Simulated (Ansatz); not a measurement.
# SiGeH₆ (singlet): the correlation ladder at distance Ge1–H5 along a hydrogen transfer = 1.589 Å, cc-pVDZ

An exercise on one series of results from a longer session: the logs are not shown, and one member is left open.

The runs use Ansatz 0.2.0, Gaussian basis; cc-pVDZ, core rule «outside noble gas», up to 19 orbitals frozen.

To be run: UHF; CCSD(T) on RHF; CCSD(T) on UHF; BCCD(T) on RHF; CISD; CCSDT(Q) on RHF; CASSCF and NEVPT2, 2 electrons in 2 orbitals; CASSCF and NEVPT2, 8 electrons in 8 orbitals.

6 further runs of the same task are left out: 6 that didn't finish.

## The system

The geometry derives from fragments relaxed apart (PBE0/def2-TZVP) and kept rigid, so it is no stationary point. A hydrogen atom is moved between rigid fragments. No spin-orbit coupling is included. The filled d shell of Ge may be among the frozen orbitals whatever the setting's name suggests; the logs give the count.

8 atoms, charge 0, spin multiplicity 1.

Atoms are counted from 1 here; the program's logs count them from 0.

Bond lengths: Ge1–H2 1.534 Å, Ge1–H3 1.534 Å, Ge1–H4 1.534 Å, Ge1–H5 1.589 Å, Si6–H7 1.526 Å, Si6–H8 1.526 Å. Angles: H2–Ge1–H3 109.5°, H2–Ge1–H4 109.5°, H2–Ge1–H5 109.5°, H3–Ge1–H4 109.5°, H3–Ge1–H5 109.5°, H4–Ge1–H5 109.5°, H7–Si6–H8 91.2°.

The first run:

in.yaml reads:

```yaml
crystal:
  periodic: [false, false, false]
  atoms:
    - {symbol: Ge, position_ang: [-0.958476, 0.016507, 0.000000]}
    - {symbol: H, position_ang: [-1.469926, 1.463106, 0.000001]}
    - {symbol: H, position_ang: [-1.469926, -0.706793, 1.252791]}
    - {symbol: H, position_ang: [-1.469926, -0.706793, -1.252792]}
    - {symbol: H, position_ang: [0.630524, 0.016507, 0.000000]}
    - {symbol: Si, position_ang: [2.398524, 0.016507, 0.000000]}
    - {symbol: H, position_ang: [3.010704, -0.857778, 1.090012]}
    - {symbol: H, position_ang: [3.010704, -0.857777, -1.090013]}
basis:
  gaussian: {orbitals: cc-pVDZ}
magnetization: {spin_polarized: true, initial_magnetization: 0}
hamiltonian: {xc: hf}
output: {orbitals: {seedname: orbitals}}
```

Started as:

```bash
$ ansatz run in.yaml --threads 1 --pin off --events-out ev --progress --plain --max-ram 2393MiB
```

Steps of the session up to this table: UHF; CCSD(T) on RHF; CCSD(T) on UHF; BCCD(T) on RHF; CISD; CCSDT(Q) on RHF; CASSCF and NEVPT2, 2 electrons in 2 orbitals; CASSCF and NEVPT2, 8 electrons in 8 orbitals.

One table of the session follows, with a row left open; its other results are not shown here.

```
         method  from RCCSDT(Q) (kJ/mol)
            RHF                   +725.0
            UHF                        ?
           RMP2                   +165.4
           CISD                    +96.1
          RCCSD                    +21.5
       RCCSD(T)                     +4.5
        BCCD(T)                     +4.4
         RCCSDT                     +0.7
      RCCSDT(Q)                        0
    CASSCF pair                   +686.6
    NEVPT2 pair                   +161.9
CASSCF frontier                   +560.9
NEVPT2 frontier                   +148.9
```

**Question.** Estimate the row for UHF.

The run gave: from RCCSDT(Q) (kJ/mol): +723.0. In the column «from RCCSDT(Q) (kJ/mol)» it lies between CASSCF pair (+686.6) and RHF (+725.0).

Not comparable, so not listed: CCSD(T) on UHF (they don't share determinant, frozen orbitals or solution with the rows shown, or repeat one).

Caveats from the session: Warnings: restricted reference is unstable; spin contamination.
